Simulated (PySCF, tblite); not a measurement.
**C₇H₆ClS radical: geometry, infrared bands and EPR parameters**

Wanted: the infrared bands and EPR parameters of C₇H₆ClS radical (`C/C(Cl)=C\c1c[c]cs1`), by calculation.

The runs use tblite 0.8.0 and PySCF 2.14.0, with density-fitted response routines of our own; the level of theory stands in each step. All values are computed, except where a source is named. Atoms are numbered from 0 throughout.

## 1. The starting structure

15 atoms, charge 0, multiplicity 2; geometry from: force field or distance geometry start.

Bonds of the start (Å): C0–C1 1.49, C1–Cl2 1.74, C1–C3 1.35, C3–C4 1.47, C4–C5 1.35, C5–C6 1.34, C6–C7 1.33, C7–S8 1.84, S8–C4 1.84, C0–H9 1.11, C0–H10 1.11, C0–H11 1.10, C3–H12 1.09, C5–H13 1.12, C7–H14 1.07.

## 2. Relaxing the molecule with GFN2-xTB

The job: settings as JSON, then the geometry in Å.

```
{"job": {"kind": "relax", "xc": "GFN2-xTB", "basis": "xTB"}, "charge": 0, "multiplicity": 2}
C     -1.978100     0.484500     0.219100
C     -1.771200    -0.328300    -1.018100
Cl    -3.125400    -0.890100    -1.959100
C     -0.513200    -0.634600    -1.383900
C      0.639400    -0.192300    -0.586900
C      1.773700    -0.885800    -0.377600
C      2.731800    -0.306200     0.364600
C      2.580000     0.912800     0.885000
S      0.900100     1.398200     0.301400
H     -1.648100     1.518100    -0.007400
H     -3.039000     0.489400     0.553000
H     -1.375200     0.137100     1.070800
H     -0.374000    -1.244500    -2.271100
H      1.916100    -1.910600    -0.808500
H      3.278700     1.460200     1.491200
```

The run is started by

```sh
OMP_NUM_THREADS=1 python probes_run.py task.json out
```

The driver reads the jobs from task.json and runs them one after another.

**Question.** This job is followed by: GFN2-xTB harmonic vibrations, gas phase; UKS B3LYP, pcH-1 on C Cl H S, non-relativistic, mean-field spin-orbit, GIAO. Predict these results of the whole session: strongest single infrared mode (GFN2-xTB); zero-point energy (GFN2-xTB); g(iso) (B3LYP); ⟨S²⟩; largest a(iso) (averaged by class); potential on the surface of density 0.002 e/bohr³, 1st and 99th percentile.

**Answer**, as computed:

```
                                                                  quantity                 value
                                 strongest single infrared mode (GFN2-xTB)  1640 cm⁻¹, 64 km/mol
                                              zero-point energy (GFN2-xTB)         64.6 kcal/mol
                                                            g(iso) (B3LYP)               2.00119
                                                                      ⟨S²⟩    0.757 (exact 0.75)
                                        largest a(iso) (averaged by class)  13C on C6, 419.5 MHz
potential on the surface of density 0.002 e/bohr³, 1st and 99th percentile    -0.49 V and 1.25 V
```

In words: Relaxing lowered the energy by 0.685 eV in 100 steps; the close pair that moved most is C4–S8, from 1.840 to 1.750 Å. No mode is imaginary among the 39: a minimum at this level. The strongest single mode, at 1640 cm⁻¹, moves mainly C3 and C1. Unscaled tight-binding wavenumbers are off by several per cent, some by more. Its intensities can rank the bands wrongly. C6 carries the largest spin population, 0.97 e. The isotropic g lies 1.1 ppt below the free-electron value. These values are for one conformer; the search (at its own cheap level) found 2 more, at 1.40, 1.41 kcal/mol, and measured spectra average over such forms.
